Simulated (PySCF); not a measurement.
# C8H10FPSe: the cost of one run

Computed with PySCF 2.14.0 and routines of our own; the level stands in each step. Atoms count from 0.

## (1) The starting structure

21 atoms, charge 0, multiplicity 1; geometry from: GFN2-xTB.

## (2) Magnetic properties: GIAO BHandHLYP/pcSseg-1

The job: settings as JSON, then the geometry in Å.

```
{"job": {"kind": "mag", "xc": "BHandHLYP", "basis": "pcSseg-1", "isotopologues": 0}, "charge": 0, "multiplicity": 1}
C     -2.290318    -1.159588     0.302407
P     -1.444932     0.155388    -0.656757
C     -1.927979     1.717550     0.174301
Se    -1.930590     0.125665    -2.690845
C      0.328587    -0.052049    -0.269999
C      1.227866    -0.214668    -1.314155
C      2.576315    -0.378021    -1.057621
C      3.002885    -0.369189     0.258325
F      4.312043    -0.525611     0.524011
C      2.124063    -0.205312     1.316917
C      0.778779    -0.048471     1.046116
H     -1.979731    -2.124041    -0.097557
H     -3.362550    -1.046386     0.144311
H     -2.059106    -1.104684     1.363521
H     -1.407049     2.537390    -0.318960
H     -3.000327     1.849270     0.033287
H     -1.688649     1.709411     1.235117
H      0.858221    -0.212782    -2.330064
H      3.290778    -0.510431    -1.854194
H      2.499945    -0.201815     2.328201
H      0.082831     0.075317     1.863167
```

Level: GIAO BHandHLYP/pcSseg-1 magnetisability, rotational g tensor and spin-rotation constants, non-relativistic, gas phase.

Run with:

```sh
OMP_NUM_THREADS=1 python excited_run.py task.json out
```

This one command runs all jobs of the session in turn.

**Question.** How long does this first job take on 1 thread of Arm Neoverse V2, shared host, and how much memory does it need?

About 1.8 min, with a peak of 1.4 GiB.
